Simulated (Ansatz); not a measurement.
# CH₅ClFNSi: a ladder of functionals and wavefunction methods

Aim: compute CH₅ClFNSi with functionals from several rungs and with coupled cluster, and see how far each lands from CCSD(T) at the basis-set limit for the atomisation energy.

Method: functionals in def2-TZVPP, the program's frozen cores in correlated methods; program: Ansatz 0.2.0, Gaussian basis.

The runs, in order: LDA (SPW92), PBE-D4, revPBE-D4, BLYP-D4, r2SCAN-D4, B97M-V, PBE0-D4, B3LYP-D4, r2SCANh-D4, r2SCAN0-D4, HSE06-D4, BHLYP-D4, CAM-B3LYP-D4, LC-ωPBE, ωB97X-V, ωB97M-V, B2PLYP, PBE-QIDH; CCSD(T)/def2-SVP; CCSD(T)/def2-TZVPP; MP2/def2-QZVPP; extrapolation to the limit; RPA on PBE.

### 1 Structure used throughout

The geometry comes from an earlier relaxation with PBE0-D4 in a triple-zeta def2 set; it is a stationary point, not always the lowest conformer.

SMILES `C[Si](N)(F)Cl`, 10 atoms, charge 0, spin multiplicity 1.

Atoms are counted from 1 here; the program's logs count them from 0.

Bond lengths: C1–Si2 1.843 Å, C1–H6 1.091 Å, C1–H7 1.092 Å, C1–H8 1.094 Å, Si2–N3 1.692 Å, Si2–F4 1.599 Å, Si2–Cl5 2.049 Å, N3–H9 1.006 Å, N3–H10 1.007 Å. Angles: Si2–C1–H6 110.7°, Si2–C1–H7 110.5°, Si2–C1–H8 110.4°, H6–C1–H7 108.8°, H6–C1–H8 108.5°, H7–C1–H8 107.9°, C1–Si2–N3 112.2°, C1–Si2–F4 107.3°, C1–Si2–Cl5 112.2°, N3–Si2–F4 113.4°, N3–Si2–Cl5 106.7°, F4–Si2–Cl5 105.0°, Si2–N3–H9 121.3°, Si2–N3–H10 121.4°, H9–N3–H10 112.1°.

Geometry (Å):

```xyz
10

C    -1.35866    0.29490    0.23016
Si    0.48372    0.27905    0.24465
N     1.11922   -0.93958   -0.74191
F     0.94556    0.16407    1.77084
Cl    1.27917    2.04662   -0.41855
H    -1.73476    0.49427   -0.77442
H    -1.73902    1.06278    0.90634
H    -1.75118   -0.67032    0.56212
H     2.06724   -0.89957   -1.07723
H     0.77180   -1.88342   -0.69910
```

### 2 LDA

This LDA is Slater exchange with PW92 correlation.

The input, in.yaml:

```yaml
crystal:
  periodic: [false, false, false]
  atoms:
    - {symbol: C, position_ang: [-1.358661, 0.294901, 0.230158]}
    - {symbol: Si, position_ang: [0.483724, 0.279052, 0.244647]}
    - {symbol: N, position_ang: [1.119225, -0.939581, -0.741906]}
    - {symbol: F, position_ang: [0.945565, 0.164066, 1.770842]}
    - {symbol: Cl, position_ang: [1.279169, 2.046618, -0.418545]}
    - {symbol: H, position_ang: [-1.734765, 0.494271, -0.774423]}
    - {symbol: H, position_ang: [-1.739019, 1.062778, 0.906341]}
    - {symbol: H, position_ang: [-1.751183, -0.670317, 0.562118]}
    - {symbol: H, position_ang: [2.067243, -0.899566, -1.077235]}
    - {symbol: H, position_ang: [0.771801, -1.883422, -0.699098]}
basis:
  gaussian: {orbitals: def2-TZVPP}
hamiltonian: {xc: lda}
output: {orbitals: {seedname: orbitals}}
```

The runs that follow: PBE-D4 (GGA); revPBE-D4 (GGA); BLYP-D4 (GGA); r2SCAN-D4 (meta-GGA); B97M-V (meta-GGA); PBE0-D4 (hybrid); B3LYP-D4 (hybrid); r2SCANh-D4 (hybrid); r2SCAN0-D4 (hybrid); HSE06-D4 (hybrid); BHLYP-D4 (hybrid); CAM-B3LYP-D4 (range-separated); LC-ωPBE-D4 (range-separated); ωB97X-V (range-separated); ωB97M-V (range-separated); B2PLYP (double hybrid); PBE-QIDH (double hybrid); CCSD(T) in def2-SVP; CCSD(T) in def2-TZVPP; MP2 in def2-QZVPP; RPA on PBE orbitals.

Before running them: what should the planned runs give, taken together? Wanted: atomisation energy, CCSD(T)/CBS; farthest beyond LDA; mean size of error, GGA; mean size of error, meta-GGA; mean size of error, hybrid; mean size of error, range-separated; mean size of error, double hybrid; gap, smallest and largest; T1 diagnostic.

**Answer**, as computed:

| quantity | value |
| --- | --- |
| atomisation energy, CCSD(T)/CBS | 910.5 kcal/mol |
| functionals within 4.6 kcal/mol (0.5 %) | r2SCAN-D4, B97M-V, CAM-B3LYP-D4, ωB97X-V, ωB97M-V |
| farthest beyond LDA | BHLYP-D4 (-27.8 kcal/mol) |
| mean size of error, GGA | 9.7 kcal/mol |
| mean size of error, meta-GGA | 1.5 kcal/mol |
| mean size of error, hybrid | 10.8 kcal/mol |
| mean size of error, range-separated | 2.8 kcal/mol |
| mean size of error, double hybrid | 11.1 kcal/mol |
| gap, smallest and largest | 6.31 eV (BLYP-D4), 13.83 eV (LC-ωPBE) |
| T1 diagnostic | 0.0098 |
| triples share of the correlation energy | 3.5 % |

What this shows: The LDA atomisation energy is off by 119.7 kcal/mol (13 %): it overbinds. PBE-D4 is off by +9.0 kcal/mol. Double hybrids carry the basis error of their MP2 part in triple zeta, and no dispersion term here, so their miss is partly the set-up's. The rungs meta-GGA, range-separated miss on average by less than the doubt on the reference (4.6 kcal/mol), so they tie. The reference freezes the cores and leaves out relativity and excitations past (T), so misses under about 4.6 kcal/mol can't be ranked. Hartree-Fock recovers 73 % of the binding; the rest is correlation. CCSD(T) in def2-SVP is off by -70.8 kcal/mol, so the small basis spoils what the method gains. Orbital gaps span 6.3 to 13.8 eV; exact exchange widens them.
